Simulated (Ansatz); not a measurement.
# C2H3ClSi: the cost of one run

Program: Ansatz 0.2.0. Level of theory: RKS B3LYP-D4/cc-pVDZ. These are calculated values, not measurements.

**1. The system as given**

Bond lengths: C1–C2 1.166 Å, C2–Si3 1.847 Å, Si3–Cl4 1.976 Å, C1–H5 1.117 Å, Si3–H6 1.507 Å, Si3–H7 1.537 Å. Angles: C1–C2–Si3 177.7°, C2–C1–H5 174.8°, C2–Si3–Cl4 111.8°, C2–Si3–H6 111.9°, C2–Si3–H7 111.4°, Cl4–Si3–H6 108.1°, Cl4–Si3–H7 106.1°, H6–Si3–H7 107.3°.

Coordinates:

```xyz
7

C    -0.4866    0.4683   -1.8781
C    -0.1801    0.2322   -0.7785
Si    0.3436   -0.1991    0.9389
Cl   -0.9537   -1.4010    1.8201
H    -0.8552    0.7503   -2.8942
H     0.5062    1.0263    1.8013
H     1.6871   -0.9450    0.9450
```

**2. End point A**

Contents of input.yaml:

```yaml
crystal:
  periodic: [false, false, false]
  atoms:
    - { symbol: C, position_ang: [-0.4866, 0.4683, -1.8781] }
    - { symbol: C, position_ang: [-0.1801, 0.2322, -0.7785] }
    - { symbol: Si, position_ang: [0.3436, -0.1991, 0.9389] }
    - { symbol: Cl, position_ang: [-0.9537, -1.401, 1.8201] }
    - { symbol: H, position_ang: [-0.8552, 0.7503, -2.8942] }
    - { symbol: H, position_ang: [0.5062, 1.0263, 1.8013] }
    - { symbol: H, position_ang: [1.6871, -0.945, 0.945] }
basis:
  gaussian: { orbitals: cc-pVDZ }
hamiltonian:
  xc: b3lyp
  dispersion: d4
relax:
  f_tol: 0.02
  max_steps: 50
```

Launch:

```sh
$ ansatz run input.yaml --threads 1 --pin off --max-ram 2048MiB --backend cpu --events-out ev --progress --plain --runs-dir out
```

Q: Estimate wall time and peak memory on 1 thread of Arm Neoverse V1, shared host.

About 21 s, with a peak of 0.15 GiB.
